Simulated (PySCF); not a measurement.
# C₃H₅FOSi: electronic excitations and core binding energies

Aim: predict the electronic excitations and core binding energies of C₃H₅FOSi (`C=CC(=O)[SiH2]F`).

The runs use PySCF 2.14.0, with density-fitted response routines of our own; the level of theory stands in each step. All values are computed, except where a source is named. Atoms count from 0, in the outputs and in this text.

## Step 1: Starting geometry

11 atoms, charge 0, multiplicity 1; geometry from: GFN2-xTB.

Bonds of the start (Å): C0–C1 1.33, C1–C2 1.47, C2–O3 1.22, C2–Si4 1.93, Si4–F5 1.62, C0–H6 1.08, C0–H7 1.08, C1–H8 1.08, Si4–H9 1.46, Si4–H10 1.45.

## Step 2: TDDFT and polarisability: B3LYP/def2-SVPD

What the job is given:

```
{"job": {"kind": "uv", "xc": "B3LYP", "basis": "def2-SVPD", "nstates": 8, "ntriplets": 3}, "charge": 0, "multiplicity": 1}
C     -1.565024    -0.309885     0.664323
C     -0.594166    -1.158243     0.351378
C      0.675807    -0.755970    -0.278203
O      1.484621    -1.598013    -0.625649
Si     1.103980     1.096328    -0.597185
F      0.803006     1.927176     0.756000
H     -2.484129    -0.644451     1.116778
H     -1.478941     0.749603     0.485932
H     -0.695146    -2.220923     0.535811
H      0.227998     1.688000    -1.598480
H      2.527417     1.229048    -0.836668
```

With the program's defaults for keys left out, this is: TDDFT B3LYP/def2-SVPD, vertical, gas phase, core orbitals frozen in the response.

Launch:

```
$ OMP_NUM_THREADS=1 python probes_run.py task.json out
```

This one command runs all jobs of the session in turn.

What it wrote:

```text
coarse grid: 10160 points
cycle   1  E = -581.3816314991  dE =  6.477e-01  |g| = 8.984e-01  |ddm| = 4.922e+00
cycle   2  E = -580.6850152024  dE =  6.966e-01  |g| = 2.041e+00  |ddm| = 3.679e+00
cycle   3  E = -581.5278825289  dE = -8.429e-01  |g| = 2.592e-01  |ddm| = 2.999e+00
cycle   4  E = -581.5400888158  dE = -1.221e-02  |g| = 1.244e-01  |ddm| = 4.663e-01
cycle   5  E = -581.5429196483  dE = -2.831e-03  |g| = 2.918e-02  |ddm| = 1.423e-01
cycle   6  E = -581.5431087587  dE = -1.891e-04  |g| = 7.826e-03  |ddm| = 4.998e-02
cycle   7  E = -581.5431222512  dE = -1.349e-05  |g| = 3.522e-03  |ddm| = 1.459e-02
cycle   8  E = -581.5431249880  dE = -2.737e-06  |g| = 8.165e-04  |ddm| = 4.427e-03
final grid: 95224 points
cycle   9  E = -581.6320351396  dE = -1.758e-05  |g| = 5.431e-03  |ddm| = 7.764e-02
cycle  10  E = -581.6320138143  dE =  2.133e-05  |g| = 1.134e-02  |ddm| = 1.971e-02
cycle  11  E = -581.6320414104  dE = -2.760e-05  |g| = 1.637e-03  |ddm| = 1.369e-02
cycle  12  E = -581.6320419723  dE = -5.619e-07  |g| = 2.061e-04  |ddm| = 1.798e-03
cycle  13  E = -581.6320419794  dE = -7.021e-09  |g| = 9.615e-05  |ddm| = 4.040e-04
cycle  14  E = -581.6320419812  dE = -1.802e-09  |g| = 2.358e-05  |ddm| = 1.602e-04
cycle  15  E = -581.6320419813  dE = -1.144e-10  |g| = 1.046e-05  |ddm| = 4.768e-05
converged SCF energy = -581.6320419813

Static polarisability (au): isotropic 65.355, principal 46.915 68.378 80.771

Singlet excitations
state   eV       nm        f      main configurations
  1   2.9430    421.3   0.00096   H->L 0.99
  2   5.4377    228.0   0.00591   H->L+1 0.96
  3   5.7935    214.0   0.23877   H-1->L 0.86
  4   6.2853    197.3   0.00579   H->L+2 0.79, H->L+3 0.10
  5   6.3653    194.8   0.01289   H-2->L 0.89
  6   6.7151    184.6   0.00508   H-3->L 0.41, H->L+3 0.40, H->L+2 0.14
  7   6.7526    183.6   0.00500   H-3->L 0.46, H->L+3 0.46
  8   7.0710    175.3   0.10940   H->L+4 0.85

Triplet excitations (Tamm-Dancoff, eV): 2.3814 3.6225 5.2261
```

Run time: 15 s. Hardware: 1 thread of Arm Neoverse V2, shared host; peak memory 0.7 GiB.

The orbitals next to the gap, with their largest atomic shares:

| orbital | eV | atoms |
| --- | --- | --- |
| HOMO−3 | -10.64 | O3 21 %, C1 12 %, F5 12 % |
| HOMO−2 | -9.86 | Si4 32 %, H10 24 %, F5 18 % |
| HOMO−1 | -8.50 | C0 35 %, C1 34 %, O3 14 % |
| HOMO | -7.08 | O3 54 %, C2 17 %, Si4 11 % |
| LUMO | -2.58 | O3 27 %, C2 25 %, C0 23 % |
| LUMO+1 | -0.56 | Si4 30 %, C1 13 %, C0 10 % |
| LUMO+2 | 0.31 | Si4 19 %, C0 18 %, C1 17 % |

With each of the 8 states as a Gaussian band of 0.4 eV half-width at 1/e, the curve within the window shown has maxima at 214 nm (ε 9,900), 176 nm (ε 4,700) L/(mol cm). Beyond the last state computed it falls off for lack of states. The curve at chosen wavelengths:

(nm, ε (L/mol/cm)): (168, 2558), (182, 3454), (197, 3061), (211, 9589), (226, 5497), (240, 946), (254, 85), (269, 5), (283, 0), (298, 0), (312, 0), (326, 0), (341, 2), (355, 6), (370, 14), (384, 23), (398, 32), (413, 38), (427, 38), (442, 34), (456, 28), (470, 22), (485, 15), (499, 10), (514, 7), (528, 4)

Ground-state properties from the same run:

| property | computed |
| --- | --- |
| dipole moment (D) | 2.43 |
| polarisability (Å³) | 9.68 |
| HOMO–LUMO gap (eV) | 4.50 |
| −ε(HOMO) (eV) | 7.08 |

## Step 3: Core holes by ΔSCF: SCAN, X2C

The job, as its differences from that of step 2:

```diff
@@ -1,2 +1,2 @@
-{"job": {"kind": "uv", "xc": "B3LYP", "basis": "def2-SVPD", "nstates": 8, "ntriplets": 3}, "charge": 0, "multiplicity": 1}
+{"job": {"kind": "xps"}, "charge": 0, "multiplicity": 1}
 C     -1.565024    -0.309885     0.664323
```

Level: delta-SCF UKS SCAN, pcX-2 on the ionised atom, pcseg-1 elsewhere, spin-free X2C.

What it wrote:

```text
ground state, core basis on atom 0 (C), 144 functions
  cycle   1  E = -582.33073526  |g| = 8.28e-01
  cycle   2  E = -581.62666945  |g| = 1.98e+00
  cycle   3  E = -582.43427030  |g| = 3.69e-01
  cycle   4  E = -582.46309322  |g| = 1.26e-01
  cycle   5  E = -582.46586771  |g| = 5.30e-02
  cycle   6  E = -582.46653835  |g| = 1.47e-02
  cycle   7  E = -582.46658550  |g| = 7.05e-03
  cycle   8  E = -582.46659574  |g| = 1.31e-03
  cycle   9  E = -582.46659822  |g| = 5.37e-04
  cycle  10  E = -582.46659955  |g| = 1.02e-04
  E(ground) = -582.50212139 Eh
hole in C 1s of atom 0
  cycle   1  E = -571.18519702  |g| = 1.50e+00
  cycle   2  E = -569.38510546  |g| = 2.23e+00
  cycle   3  E = -571.22710759  |g| = 1.06e+00
  cycle   4  E = -571.69134887  |g| = 4.28e-01
  cycle   5  E = -571.74255221  |g| = 2.25e-01
  cycle   6  E = -571.76437916  |g| = 4.19e-02
  cycle   7  E = -571.76527389  |g| = 1.14e-02
  cycle   8  E = -571.76535192  |g| = 9.08e-03
  cycle   9  E = -571.76540051  |g| = 3.82e-03
  cycle  10  E = -571.76543490  |g| = 2.47e-03
  cycle  11  E = -571.76545480  |g| = 1.40e-03
  cycle  12  E = -571.76546078  |g| = 1.31e-03
  cycle  13  E = -571.76546452  |g| = 5.41e-04
  cycle  14  E = -571.76546553  |g| = 4.87e-04
  E(ion) = -571.79977337 Eh   <S^2> = 0.8088   hole on atom = 1.000   binding energy = 291.226 eV
ground state, core basis on atom 1 (C), 144 functions
  cycle   1  E = -582.46720817  |g| = 6.32e-02
  cycle   2  E = -582.46632049  |g| = 6.49e-02
  cycle   3  E = -582.46687367  |g| = 4.61e-02
  cycle   4  E = -582.46738465  |g| = 1.92e-02
  cycle   5  E = -582.46746228  |g| = 3.67e-03
  cycle   6  E = -582.46746478  |g| = 5.16e-04
  cycle   7  E = -582.46746314  |g| = 2.41e-04
  E(ground) = -582.50346129 Eh
hole in C 1s of atom 1
  cycle   1  E = -571.19466193  |g| = 1.51e+00
  cycle   2  E = -568.66698558  |g| = 2.41e+00
  cycle   3  E = -571.34609958  |g| = 8.86e-01
  cycle   4  E = -571.57459768  |g| = 6.50e-01
  cycle   5  E = -571.74765211  |g| = 2.23e-01
  cycle   6  E = -571.76181791  |g| = 1.20e-01
  cycle   7  E = -571.76742010  |g| = 1.69e-02
  cycle   8  E = -571.76759286  |g| = 5.29e-03
  cycle   9  E = -571.76763508  |g| = 3.57e-03
  cycle  10  E = -571.76765374  |g| = 2.64e-03
  cycle  11  E = -571.76766450  |g| = 1.70e-03
  cycle  12  E = -571.76766857  |g| = 6.66e-04
  cycle  13  E = -571.76767094  |g| = 3.30e-04
  E(ion) = -571.80253901 Eh   <S^2> = 0.7963   hole on atom = 1.000   binding energy = 291.187 eV
ground state, core basis on atom 2 (C), 144 functions
  cycle   1  E = -582.47153865  |g| = 5.97e-02
  cycle   2  E = -582.47124080  |g| = 3.95e-02
  cycle   3  E = -582.47108333  |g| = 4.54e-02
  cycle   4  E = -582.47162664  |g| = 1.26e-02
  cycle   5  E = -582.47166245  |g| = 3.16e-03
  cycle   6  E = -582.47166686  |g| = 6.30e-04
  cycle   7  E = -582.47166534  |g| = 6.95e-05
  E(ground) = -582.50678637 Eh
hole in C 1s of atom 2
  cycle   1  E = -571.13392150  |g| = 1.51e+00
  cycle   2  E = -568.43923631  |g| = 2.51e+00
  cycle   3  E = -571.16120018  |g| = 1.04e+00
  cycle   4  E = -571.37389048  |g| = 8.01e-01
  cycle   5  E = -571.58359980  |g| = 4.78e-01
  cycle   6  E = -571.70006551  |g| = 9.86e-02
  cycle   7  E = -571.70289951  |g| = 3.97e-02
  cycle   8  E = -571.70364051  |g| = 1.62e-02
  cycle   9  E = -571.70383890  |g| = 5.96e-03
  cycle  10  E = -571.70390762  |g| = 4.93e-03
  cycle  11  E = -571.70395327  |g| = 4.83e-03
  cycle  12  E = -571.70402734  |g| = 2.18e-03
  cycle  13  E = -571.70405379  |g| = 1.67e-03
  cycle  14  E = -571.70406539  |g| = 1.17e-03
  cycle  15  E = -571.70407346  |g| = 7.01e-04
  cycle  16  E = -571.70407548  |g| = 6.08e-04
  cycle  17  E = -571.70407964  |g| = 4.62e-04
  E(ion) = -571.73767314 Eh   <S^2> = 0.8344   hole on atom = 1.000   binding energy = 293.042 eV
ground state, core basis on atom 3 (O), 144 functions
  cycle   1  E = -582.49384300  |g| = 9.58e-02
  cycle   2  E = -582.49232168  |g| = 9.23e-02
  cycle   3  E = -582.49218915  |g| = 9.60e-02
  cycle   4  E = -582.49404462  |g| = 9.08e-03
  cycle   5  E = -582.49406244  |g| = 1.73e-03
  cycle   6  E = -582.49406381  |g| = 6.27e-04
  cycle   7  E = -582.49406453  |g| = 9.89e-05
  E(ground) = -582.52715909 Eh
hole in O 1s of atom 3
  cycle   1  E = -561.88133118  |g| = 2.22e+00
  cycle   2  E = -560.90121833  |g| = 2.39e+00
  cycle   3  E = -562.42947061  |g| = 7.31e-01
  cycle   4  E = -562.45126897  |g| = 6.60e-01
  cycle   5  E = -562.72239042  |g| = 1.25e-01
  cycle   6  E = -562.73109475  |g| = 5.36e-02
  cycle   7  E = -562.73252780  |g| = 1.14e-02
  cycle   8  E = -562.73259160  |g| = 5.59e-03
  cycle   9  E = -562.73260650  |g| = 2.59e-03
  cycle  10  E = -562.73261266  |g| = 7.22e-04
  cycle  11  E = -562.73261307  |g| = 5.62e-04
  cycle  12  E = -562.73261296  |g| = 3.10e-04
  E(ion) = -562.76660793 Eh   <S^2> = 0.7702   hole on atom = 1.000   binding energy = 537.712 eV
ground state, core basis on atom 4 (Si), 155 functions
  cycle   1  E = -582.56624896  |g| = 2.94e-01
  cycle   2  E = -582.56110495  |g| = 1.74e-01
  cycle   3  E = -582.54706710  |g| = 3.06e-01
  cycle   4  E = -582.56715805  |g| = 2.12e-02
  cycle   5  E = -582.56722104  |g| = 9.40e-03
  cycle   6  E = -582.56724058  |g| = 2.13e-03
  cycle   7  E = -582.56724410  |g| = 1.08e-03
  cycle   8  E = -582.56724306  |g| = 5.12e-04
  cycle   9  E = -582.56724152  |g| = 1.25e-04
  E(ground) = -582.56177051 Eh
hole in Si 1s of atom 4
  cycle   1  E = -513.59746870  |g| = 4.35e+00
  cycle   2  E = -511.89731855  |g| = 2.63e+00
  cycle   3  E = -510.56626249  |g| = 2.19e+00
  cycle   4  E = -514.49863964  |g| = 5.75e-01
  cycle   5  E = -514.50346184  |g| = 6.03e-01
  cycle   6  E = -514.62450383  |g| = 2.27e-01
  cycle   7  E = -514.64161391  |g| = 1.08e-01
  cycle   8  E = -514.64707958  |g| = 2.29e-02
  cycle   9  E = -514.64729269  |g| = 7.22e-03
  cycle  10  E = -514.64730444  |g| = 5.07e-03
  cycle  11  E = -514.64731979  |g| = 1.30e-03
  cycle  12  E = -514.64731923  |g| = 4.42e-04
  E(ion) = -514.65051613 Eh   <S^2> = 0.7524   hole on atom = 1.000   binding energy = 1847.959 eV
hole in Si 2p of atom 4
  cycle   1  E = -578.25630927  |g| = 1.23e+00
  cycle   2  E = -576.60827107  |g| = 1.72e+00
  cycle   3  E = -578.26399747  |g| = 7.44e-01
  cycle   4  E = -578.52865017  |g| = 2.81e-01
  cycle   5  E = -578.52759790  |g| = 3.05e-01
  cycle   6  E = -578.56778844  |g| = 7.92e-02
  cycle   7  E = -578.57109867  |g| = 2.63e-02
  cycle   8  E = -578.57141804  |g| = 1.23e-02
  cycle   9  E = -578.57149311  |g| = 4.64e-03
  cycle  10  E = -578.57150308  |g| = 8.67e-04
  cycle  11  E = -578.57150462  |g| = 6.88e-04
  cycle  12  E = -578.57150305  |g| = 1.36e-04
  E(ion) = -578.57769340 Eh   <S^2> = 0.7513   hole on atom = 1.003   binding energy = 108.412 eV
  2p3/2 = 108.140 eV   2p1/2 = 108.768 eV
ground state, core basis on atom 5 (F), 144 functions
  cycle   1  E = -582.51201162  |g| = 1.24e-01
  cycle   2  E = -582.51140691  |g| = 8.62e-02
  cycle   3  E = -582.51171255  |g| = 7.15e-02
  cycle   4  E = -582.51236187  |g| = 2.02e-02
  cycle   5  E = -582.51244905  |g| = 5.22e-03
  cycle   6  E = -582.51245680  |g| = 5.59e-04
  cycle   7  E = -582.51245651  |g| = 2.39e-04
  E(ground) = -582.54961724 Eh
hole in F 1s of atom 5
  cycle   1  E = -556.16772846  |g| = 2.58e+00
  cycle   2  E = -555.67407558  |g| = 2.31e+00
  cycle   3  E = -556.52939684  |g| = 1.04e+00
  cycle   4  E = -556.69590633  |g| = 8.74e-01
  cycle   5  E = -557.04835274  |g| = 1.55e-01
  cycle   6  E = -557.05470515  |g| = 9.44e-02
  cycle   7  E = -557.05905631  |g| = 3.28e-02
  cycle   8  E = -557.05962115  |g| = 9.22e-03
  cycle   9  E = -557.05966299  |g| = 3.20e-03
  cycle  10  E = -557.05966863  |g| = 7.38e-04
  cycle  11  E = -557.05966865  |g| = 1.30e-04
  E(ion) = -557.10299245 Eh   <S^2> = 0.7569   hole on atom = 1.000   binding energy = 692.438 eV
```

Run time: 44 s. Hardware: 1 thread of Arm Neoverse V2, shared host; peak memory 0.58 GiB.

The holes in one table. −ε is the ground-state orbital energy:

| hole | stands for | environment | ΔSCF (eV; 2p as the shell's mean) | −ε (eV) | ⟨S²⟩ |
| --- | --- | --- | --- | --- | --- |
| C1s on C0 | C0 | β carbon of a C=C–C=O unit | 291.23 | 274.6 | 0.809 |
| C1s on C1 | C1 | α carbon of a C=C–C=O unit | 291.19 | 274.4 | 0.796 |
| C1s on C2 | C2 | carbonyl carbon | 293.04 | 276.2 | 0.834 |
| O1s on O3 | O3 | carbonyl oxygen | 537.71 | 516.9 | 0.770 |
| Si1s on Si4 | Si4 | silicon bonded to C, F, 2 H | 1847.96 | 1794.6 | 0.752 |
| Si2p on Si4 | Si4 | silicon bonded to C, F, 2 H | 108.35 | 97.3 | 0.751 |
| F1s on F5 | F5 | fluorine bonded to Si | 692.44 | 666.5 | 0.757 |

With the spin-orbit splitting: Si4 2p3/2 108.14, 2p1/2 108.77 eV. The table gives each 2p level as the mean over the whole 2p shell (two parts 2p3/2, one part 2p1/2), which differs a little from the single hole in the log.

## Step 4: What came out

| quantity | value |
| --- | --- |
| lowest singlet (B3LYP/def2-SVPD) | 2.94 eV (421 nm), f = 0.001 |
| brightest single state of those computed | state 3, 5.79 eV, f = 0.239 |
| lowest triplet | 2.38 eV |
| C1s binding energies, SCAN/pcX-2 | C2 293.04, C0 291.23, C1 291.19 eV |
| O1s binding energies, SCAN/pcX-2 | O3 537.71 eV |
| Si1s binding energies, SCAN/pcX-2 | Si4 1847.96 eV |
| Si2p binding energies, SCAN/pcX-2 | Si4 108.35 eV |
| F1s binding energies, SCAN/pcX-2 | F5 692.44 eV |

What this shows: The lowest singlet, at 2.94 eV, is HOMO→LUMO 0.99 and is dark; of the 8 states computed, the strongest absorption comes from state 3 at 5.79 eV (the last state computed is bright too, and its partners may lie past the list). The lowest triplet lies 0.56 eV below the lowest singlet (triplets in Tamm-Dancoff, singlets in full TDDFT). C2 (carbonyl carbon) binds its C1s electron 1.86 eV more tightly than C1 (α carbon of a C=C–C=O unit).
